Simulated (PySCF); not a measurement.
# BiH2O2 (Bi(OH)2+): the cost of one run

Program: PySCF 2.14.0. Level of theory: BP86, Bi def2-SVP with ECP60, O def2-SVP, H def2-SVP; scalar-relativistic core potentials, no spin–orbit coupling. These are calculated values, not measurements.

2 further runs of the same task are left out: 2 for a known fault of the program.

### 1 The system as given

5 atoms, charge 1, spin multiplicity 1.

Bond lengths: Bi1–O2 2.052 Å, Bi1–O4 2.052 Å, O2–H3 0.985 Å, O4–H5 0.985 Å. Angles: O2–Bi1–O4 106.1°, Bi1–O2–H3 121.9°, Bi1–O4–H5 121.9°.

As a file:

```xyz
5

Bi    0.0910    1.2493   -0.1018
O     0.0016    0.1556    1.6324
H    -0.0694   -0.8269    1.6250
O     0.0016   -0.1106   -1.6360
H    -0.0694   -1.0790   -1.4698
```

Formal oxidation states: Bi +3. An earlier session relaxed this geometry at BP86, Bi def2-SVP with ECP60, O def2-SVP, H def2-SVP (singlet, point group C2v).

Its energy there is -366.055940 Eh.

### 2 Multiplicity 3 at the relaxed geometry

Contents of run.py (the lines that set the calculation):

```python
mol = gto.M(atom='''
Bi     0.09102     1.24935    -0.10177
O      0.00164     0.15562     1.63236
H     -0.06943    -0.82689     1.62503
O      0.00164    -0.11060    -1.63603
H     -0.06943    -1.07898    -1.46979''',
    basis={'Bi': 'def2-SVP', 'O': 'def2-SVP', 'H': 'def2-SVP'},
    ecp={'Bi': 'def2-SVP'},
    charge=1, spin=2)
mf = dft.UKS(mol, xc='B88,P86')
mf.grids.atom_grid = (50, 194)
mf = mf.density_fit()  # fitting sets: Bi def2-universal-JKFIT, O def2-universal-JKFIT, H def2-universal-JKFIT
mf.conv_tol = 1e-08; mf.max_cycle = 55
mf.kernel(dm0)  # dm0: free metal ions and neutral atoms
```

Launch:

```sh
$ OMP_NUM_THREADS=2 python run.py
```

**Question.** How long does this run take on 2 threads of Arm Neoverse V2, shared host?

About 1.8 s.
